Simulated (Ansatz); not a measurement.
# ClFH4O2Si2: one species, many methods

The task here is to estimate one member of a computed series from the others.

Method: functionals in def2-TZVPP, the program's frozen cores in correlated methods; program: Ansatz 0.2.0, Gaussian basis.

Plan: LDA (SPW92), PBE-D4, revPBE-D4, BLYP-D4, r2SCAN-D4, B97M-V, PBE0-D4, B3LYP-D4, r2SCANh-D4, r2SCAN0-D4, HSE06-D4, BHLYP-D4, CAM-B3LYP-D4, LC-ωPBE, ωB97X-V, ωB97M-V, B2PLYP, PBE-QIDH; CCSD(T)/def2-SVP; CCSD(T)/def2-TZVPP; MP2/def2-QZVPP; extrapolation to the limit; RPA on PBE.

## Structure used throughout

All runs share one geometry, relaxed beforehand with PBE0-D4 in a triple-zeta def2 set.

SMILES `O[SiH](F)O[SiH2]Cl`, 10 atoms, charge 0, spin multiplicity 1.

Atoms are counted from 1 here; the program's logs count them from 0.

Bond lengths: O1–Si2 1.619 Å, O1–H7 0.960 Å, Si2–F3 1.589 Å, Si2–O4 1.628 Å, Si2–H8 1.464 Å, O4–Si5 1.622 Å, Si5–Cl6 2.062 Å, Si5–H9 1.476 Å, Si5–H10 1.476 Å. Angles: Si2–O1–H7 119.3°, O1–Si2–F3 110.6°, O1–Si2–O4 112.2°, O1–Si2–H8 108.5°, F3–Si2–O4 106.6°, F3–Si2–H8 108.8°, O4–Si2–H8 110.0°, Si2–O4–Si5 145.5°, O4–Si5–Cl6 109.2°, O4–Si5–H9 110.5°, O4–Si5–H10 109.5°, Cl6–Si5–H9 107.3°, Cl6–Si5–H10 107.6°, H9–Si5–H10 112.7°.

Set-up of the first run:

Contents of in.yaml:

```yaml
crystal:
  periodic: [false, false, false]
  atoms:
    - {symbol: O, position_ang: [-0.751887, 0.159006, 1.981714]}
    - {symbol: Si, position_ang: [-0.843748, -0.912471, 0.771920]}
    - {symbol: F, position_ang: [-2.239056, -0.790910, 0.020540]}
    - {symbol: O, position_ang: [0.311318, -0.672998, -0.350225]}
    - {symbol: Si, position_ang: [1.093411, 0.427688, -1.248808]}
    - {symbol: Cl, position_ang: [0.749980, 2.305398, -0.468785]}
    - {symbol: H, position_ang: [-0.635761, 1.089349, 1.776551]}
    - {symbol: H, position_ang: [-0.725545, -2.259192, 1.334377]}
    - {symbol: H, position_ang: [0.578640, 0.427126, -2.632104]}
    - {symbol: H, position_ang: [2.545748, 0.175804, -1.182279]}
basis:
  gaussian: {orbitals: def2-TZVPP}
hamiltonian: {xc: lda}
output: {orbitals: {seedname: orbitals}}
```

Command:

```console
ansatz run in.yaml --threads 4 --pin off --events-out ev --progress --plain --max-ram 10444MiB
```

Among the steps run: LDA; PBE-D4 (GGA); revPBE-D4 (GGA); BLYP-D4 (GGA); r2SCAN-D4 (meta-GGA); B97M-V (meta-GGA); PBE0-D4 (hybrid); B3LYP-D4 (hybrid); r2SCANh-D4 (hybrid); r2SCAN0-D4 (hybrid); HSE06-D4 (hybrid); BHLYP-D4 (hybrid); CAM-B3LYP-D4 (range-separated); LC-ωPBE (range-separated); ωB97X-V (range-separated); ωB97M-V (range-separated); B2PLYP (double hybrid); PBE-QIDH (double hybrid).

One table of the session follows, with a row left open; its other results are not shown here.

It belongs to the step «Frontier levels by functional». 

```
  functional  HOMO (eV)  gap (eV)
 LDA (SPW92)      -7.83      6.79
      PBE-D4      -7.73      6.99
   revPBE-D4      -7.69      7.07
     BLYP-D4      -7.63      7.03
   r2SCAN-D4          ?         ?
      B97M-V      -8.20      7.68
     PBE0-D4      -9.17      9.31
    B3LYP-D4      -8.94      8.87
  r2SCANh-D4      -8.63      8.61
  r2SCAN0-D4      -9.41      9.82
    HSE06-D4      -8.76      8.53
    BHLYP-D4     -10.49     11.52
CAM-B3LYP-D4     -10.57     11.72
     LC-ωPBE     -11.95     14.31
     ωB97X-V     -11.60     13.80
     ωB97M-V     -11.42     13.31
```

Estimate the missing values for r2SCAN-D4.

Worked estimate for «HOMO (eV)». Against the share of exact exchange, r2SCANh-D4 (0.1, -8.63), r2SCAN0-D4 (0.25, -9.41) give a slope of -5.20 per unit share; at 0 the line stands at -8.11.

**Answer.** HOMO (eV): -8.11; gap (eV): 7.80. In «HOMO (eV)» the line misses by 0.00.
